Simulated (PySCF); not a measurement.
# C6H11NOSi2: the cost of one run

Programs: PySCF 2.14.0, with density-fitted response routines of our own. Each step states its level of theory. These are calculated values for one molecule, in the gas phase or a continuum, unless marked as measured. Atoms count from 0, in the outputs and in this text.

### Step 1. The starting structure

21 atoms, charge 0, multiplicity 1; geometry from: GFN2-xTB.

Bonds of the start (Å): N0–C1 1.15, C1–C2 1.40, C2–C3 1.34, C3–C4 1.47, C4–Si5 1.92, Si5–C6 1.91, C6–C7 1.54, C7–Si8 1.91, Si8–O9 1.65, O9–Si5 1.63, C2–H10 1.08, C3–H11 1.08, C4–H12 1.09, C4–H13 1.09, Si5–H14 1.46, C6–H15 1.09, C6–H16 1.09, C7–H17 1.09, C7–H18 1.09, Si8–H19 1.46, Si8–H20 1.46.

### Step 2. Geometry optimisation at PBE0-D3(BJ)/def2-SVP

The job: settings as JSON, then the geometry in Å.

```
{"job": {"xc": "PBE0", "basis": "def2-SVP", "d3": "d3bj", "grid": 1, "kind": "geom"}, "charge": 0, "multiplicity": 1}
N      3.453011     0.166203     2.791325
C      3.000836    -0.154442     1.785369
C      2.445149    -0.552116     0.560297
C      1.965651     0.323025    -0.329755
C      1.305300    -0.065132    -1.588906
Si    -0.574967    -0.282773    -1.282880
C     -1.417872     1.204231    -0.436997
C     -2.369812     0.630462     0.625610
Si    -1.620379    -1.010012     1.252881
O     -0.751066    -1.389311    -0.093921
H      2.416055    -1.617868     0.375719
H      2.003608     1.381503    -0.103624
H      1.689332    -1.016780    -1.950701
H      1.458167     0.684656    -2.360681
H     -1.248480    -0.805127    -2.471065
H     -0.664698     1.819994     0.059300
H     -1.953752     1.862581    -1.120137
H     -2.559026     1.362596     1.409866
H     -3.335019     0.421736     0.159268
H     -2.580483    -2.093076     1.411598
H     -0.670476    -0.853406     2.348423
```

Run with:

```console
$ OMP_NUM_THREADS=1 python probes_run.py task.json out
```

The driver reads the jobs from task.json and runs them one after another.

Q: Estimate the wall time and peak memory of this first job on 1 thread of Arm Neoverse V1, shared host.

About 4.7 min, with a peak of 0.89 GiB.
